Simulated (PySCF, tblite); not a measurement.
# C3H11FSi2: geometry, infrared bands and NMR shifts

Wanted: the infrared bands and NMR shifts of C3H11FSi2 (`CC[Si@H](F)[SiH2]C`), by calculation.

Computed with tblite 0.8.0 and PySCF 2.14.0, with density-fitted response routines of our own, on a single molecule in the gas phase. Atoms count from 0, in the outputs and in this text.

**1. Starting geometry**

17 atoms, charge 0, multiplicity 1; geometry from: force field or distance geometry start.

Bonds of the start (Å): C0–C1 1.49, C1–Si2 1.86, Si2–F3 1.68, Si2–Si4 2.22, Si4–C5 1.88, C0–H6 1.12, C0–H7 1.10, C0–H8 1.12, C1–H9 1.13, C1–H10 1.12, Si2–H11 1.48, Si4–H12 1.46, Si4–H13 1.45, C5–H14 1.11, C5–H15 1.11, C5–H16 1.11.

**2. Geometry optimisation with GFN2-xTB**

What the job is given:

```
{"job": {"kind": "relax", "xc": "GFN2-xTB", "basis": "xTB"}, "charge": 0, "multiplicity": 1}
C     -2.207400     0.703200    -0.312500
C     -1.932600    -0.536100     0.458500
Si    -0.129100    -0.853700     0.799600
F      0.134500    -0.981400     2.455500
Si     1.215300     0.689600    -0.052600
C      2.894200    -0.130500    -0.213700
H     -2.581200     0.418100    -1.331700
H     -1.376800     1.418400    -0.374400
H     -3.051500     1.246000     0.183800
H     -2.482600    -0.491000     1.442800
H     -2.330500    -1.429800    -0.083500
H      0.246700    -2.142300     0.181700
H      0.734400     1.216500    -1.329900
H      1.307500     1.813900     0.865300
H      2.798400    -0.823700    -1.075000
H      3.697200     0.613900    -0.383600
H      3.056600    -0.719100     0.707900
```

On the command line:

```
$ OMP_NUM_THREADS=1 python probes_run.py task.json out
```

One launch serves the whole session: the jobs run in the order shown.

**Question.** This job is followed by: GFN2-xTB harmonic vibrations, gas phase; GIAO PBE0/pcSseg-1 NMR shielding, non-relativistic, gas phase. What will the session give for the following? strongest single infrared mode (GFN2-xTB); zero-point energy (GFN2-xTB); ¹³C shifts against TMS (PBE0/pcSseg-1); ¹H shifts against TMS (PBE0/pcSseg-1, means over atoms taken as alike); ²⁹Si shifts against TMS (PBE0/pcSseg-1); ¹⁹F shifts against CFCl3 (PBE0/pcSseg-1).

As calculated:

```
                                                              quantity                                         value
                             strongest single infrared mode (GFN2-xTB)                         2216 cm⁻¹, 423 km/mol
                                          zero-point energy (GFN2-xTB)                                 80.9 kcal/mol
                                ¹³C shifts against TMS (PBE0/pcSseg-1)                          13.6, 6.9, -11.5 ppm
¹H shifts against TMS (PBE0/pcSseg-1, means over atoms taken as alike)  5.63, 3.93, 3.81, 1.41, 1.13, 0.89, 0.31 ppm
                               ²⁹Si shifts against TMS (PBE0/pcSseg-1)                               33.1, -85.9 ppm
                              ¹⁹F shifts against CFCl3 (PBE0/pcSseg-1)                                    -232.3 ppm
```

In words: Over 170 steps the energy fell by 0.657 eV; of the close pairs, Si2–Si4 changed most, 2.217 to 2.312 Å. The lowest mode is slightly imaginary (9i cm⁻¹), a soft motion within the noise of the Hessian, so the minimum is not strictly shown. The strongest single mode, at 2216 cm⁻¹, moves mainly H11. Unscaled tight-binding wavenumbers are off by several per cent, some by more. Its intensities can rank the bands wrongly. At PBE0/pcSseg-1: The largest span, 139 ppm, is at Si2, where the paramagnetic term is -563 ppm.
